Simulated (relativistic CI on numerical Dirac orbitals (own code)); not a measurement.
# As¹²⁺: E1 transition arrays

Aim: all E1 lines from the first configuration of As¹²⁺, summed into arrays with their mean energies and widths.

Method: Dirac-Coulomb-Breit CI, KLI orbitals optimised for each configuration, model QED (radiative potential, 1s self-energy scaled to tabulated hydrogen-like ionisation energies), valence Slater integrals scaled by 0.9, whole transition arrays. Code: relativistic CI on numerical Dirac orbitals (own code) version 3.

## 1. What is computed

| Property | Result |
| --- | --- |
| ion | As¹²⁺ (As XIII) |
| nuclear charge | 33 |
| electrons | 21 |
| isotope | A = 75 |
| configurations | [Ar] 3d3; [Ar] 3d2 4f; [Ne] 3s2 3p5 3d4; [Ar] 3d2 4p; [Ar] 3d2 5f |

The outer shells:

[Ar] 3d3
```
[Ar] core
3d [↑ ][↑ ][↑ ][  ][  ]
```

## 2. Main run

Input settings:

```ini
atom As  Z=33  charge=12  electrons=21
nucleus A=75  rms_radius_fm=4.0968
hamiltonian dirac-coulomb  breit=on  qed=on  c_scale=1
orbitals kli  potential=per-configuration
slater_scale 0.9
correlation none
mixing on
configurations
  [Ar] 3d3
  [Ar] 3d2 4f
  [Ne] 3s2 3p5 3d4
  [Ar] 3d2 4p
  [Ar] 3d2 5f
end
arrays E1 from the first configuration
```

## 3. Without configuration mixing

Settings: those of step 2 with these lines changed.

```diff
@@ -6,3 +6,3 @@
 correlation none
-mixing on
+mixing off
 configurations
```

## 4. Slater integrals scaled by 1

Settings: those of step 3 with these lines changed.

```diff
@@ -4,5 +4,5 @@
 orbitals kli  potential=per-configuration
-slater_scale 0.9
+slater_scale 1
 correlation none
-mixing off
+mixing on
 configurations
```

## 5. Slater integrals scaled by 0.8

Settings: those of step 4 with these lines changed.

```diff
@@ -4,3 +4,3 @@
 orbitals kli  potential=per-configuration
-slater_scale 1
+slater_scale 0.8
 correlation none
```

(Steps that only read results are left out.)

Q: Predict the outcome of this session. Wanted: strongest array, main run; lines in all.

The runs gave:

The array to 3p5 3d4, the strongest of the main run, in each run:

| run | time | mean (eV) | width (eV) | gf sum | strongest line (nm) | strongest array of the run |
| --- | --- | --- | --- | --- | --- | --- |
| main run | 0.49 s | 112.44 | 7.97 | 230.0 | 10.28 | 3p5 3d4 |
| without configuration mixing | 0.48 s | 112.55 | 7.97 | 246.5 | 10.72 | 3p5 3d4 |
| Slater integrals scaled by 1 | 0.48 s | 114.35 | 8.75 | 231.7 | 10.06 | 3p6 3d2 4f |
| Slater integrals scaled by 0.8 | 0.48 s | 110.54 | 7.19 | 228.2 | 10.52 | 3p5 3d4 |

| quantity | value |
| --- | --- |
| strongest array, main run | to 3p5 3d4, 1718 lines |
| its mean and width | 112.4 ± 8.0 eV (11.0 nm) |
| its share of all gf | 40 % |
| lines in all | 3626 |

What this shows: The largest share, 40 %, lies in the array to 3p5 3d4 near 11.0 nm. Configuration mixing moves its mean by -0.10 eV and changes its gf sum by -7 %. In the run «Slater integrals scaled by 1» the array to 3p6 3d2 4f leads instead. All levels of the first configuration count with their statistical weight; no plasma population is modelled.
